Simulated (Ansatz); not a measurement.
# RPA@PBE/STO-3G run of SnTe (SMILES [Sn][Te])

Aim: the vertical ionisation energy of SnTe at RPA@PBE/STO-3G, from 2 runs. 

The calculation is run with Ansatz 0.2.0.

48 further runs of the same task are left out: 11 that didn't finish, 37 set aside as unsound or not needed.

### Step 1. The molecule

The species is SnTe (2 atoms), meant as a singlet with charge 0. SMILES: `[Sn][Te]`. The shape comes from GFN2-xTB, which is rough for such elements, and wasn't checked as a minimum.

Bond lengths: Sn1–Te2 2.537 Å.

### Step 2. The energy at RPA@PBE/STO-3G

run.yaml reads:

```yaml
crystal:
  periodic: [false, false, false]
  atoms:
    - symbol: Sn
      position_ang: [0.000000, 0.000000, 0.000000]
    - symbol: Te
      position_ang: [0.000000, 0.000000, 2.536770]
basis:
  gaussian: {orbitals: STO-3G}
hamiltonian: {xc: {name: PBE}}
correlation: {method: rpa, frozen_orbitals: {Sn: 18, Te: 18}}
accuracy: high
```

Command:

```
ansatz run run.yaml --threads 1 --pin off --max-ram 2610MiB --events-out events.jsonl --progress --plain --runs-dir runs
```

What it wrote:

```text
Warning: RAYON_NUM_THREADS=1 ignored (pool sized by the plan → 1); use --threads N
Functional definition: PBE
  name "PBE"
  parameter kappa = 0.804
  parameter beta = 0.06672455060314922
  exchange = pbe_x(kappa = kappa, mu = beta*pi^2/3)
  correlation = pbe_c(beta = beta)
827 factors; integrals over basis functions are off by at most 4.7e-9 eV
mean field evaluation 1: about -340502.5525 eV, gradient 1.9e1 eV
mean field evaluation 2: about -340502.5549 eV, gradient 1.9e1 eV
mean field evaluation 4: about -340505.5802 eV, gradient 7.0e0 eV
mean field evaluation 8: about -340505.8885 eV, gradient 3.7e-2 eV
mean field evaluation 16: about -340505.8865 eV, gradient 7.0e-7 eV
mean field -340505.88650566 eV, -12513.3605259036 hartree, gradient 2.1e-9 eV, S^2 0.000000; 0 other end points of the search recorded, 0 dependent functions left out
36 core orbitals not correlated: weight in the atoms' cores, before any rotation towards them, 1.000 or more for the frozen orbitals, at most 0.000 for the correlated occupied ones
reference -340426.44642934 eV, -12510.4411569450 hartree; 15, 15 occupied and 3, 3 virtual orbitals, 827 factors
Total energy: -340429.72972168 eV, -12510.5618157133 hartree
```

Run time: 1.4 s. Hardware: 1 thread of AMD EPYC 9R45 (Zen 5), shared host; peak memory 0.16 GiB.

### Step 3. The doublet cation at the same level

molecule.yaml reads:

```yaml
crystal:
  periodic: [false, false, false]
  atoms:
    - symbol: Sn
      position_ang: [0.000000, 0.000000, 0.000000]
    - symbol: Te
      position_ang: [0.000000, 0.000000, 2.536770]
basis:
  gaussian:
    orbitals: STO-3G
hamiltonian:
  xc: pbe
correlation:
  method: rpa
  frozen_orbitals: {Sn: 18, Te: 18}
magnetization:
  spin_polarized: true
  initial_magnetization: 1
total_charge: 1
accuracy: high
```

Command:

```
ansatz run molecule.yaml --threads 1 --pin off --max-ram 2610MiB --events-out events.jsonl --progress --plain --runs-dir runs
```

What it wrote, shortened:

```text
Warning: RAYON_NUM_THREADS=1 ignored (pool sized by the plan → 1); use --threads N
Functional definition: PBE
  name "PBE"
[...]
827 factors; integrals over basis functions are off by at most 4.7e-9 eV
[...]
mean field -340499.42828855 eV, -12513.1231908022 hartree, gradient 5.0e-8 eV, S^2 0.757814; 7 other end points of the search recorded, 0 dependent functions left out
36 core orbitals not correlated: weight in the atoms' cores, before any rotation towards them, 1.000 or more for the frozen orbitals, at most 0.000 for the correlated occupied ones
reference -340420.91588522 eV, -12510.2379131975 hartree; 15, 14 occupied and 3, 4 virtual orbitals, 827 factors
Total energy: -340424.63881906 eV, -12510.3747284926 hartree
```

Run time: 4.2 s. Hardware: 1 thread of AMD EPYC 9R45 (Zen 5), shared host; peak memory 0.21 GiB.

### Step 4. What came out

At RPA@PBE/STO-3G, 36 core orbitals frozen:

| quantity | value |
| --- | --- |
| singlet SnTe: total energy | -12510.56182 Eh |
| singlet SnTe: RPA correlation energy (valence) | -120.7 mEh |
| doublet cation: total energy | -12510.37473 Eh |
| doublet cation: RPA correlation energy (valence) | -136.8 mEh |
| doublet cation: ⟨S²⟩ of the reference determinant | 0.758 |
| vertical ionisation energy (to the doublet cation) | 5.091 eV |

Removing an electron at fixed nuclei costs 5.09 eV (117 kcal/mol). In a minimal basis such a difference can be off by several eV, whatever the method. Relativity is left out (singlet SnTe) although the molecule holds a heavy atom. Relativity is left out (doublet cation) although the molecule holds a heavy atom.
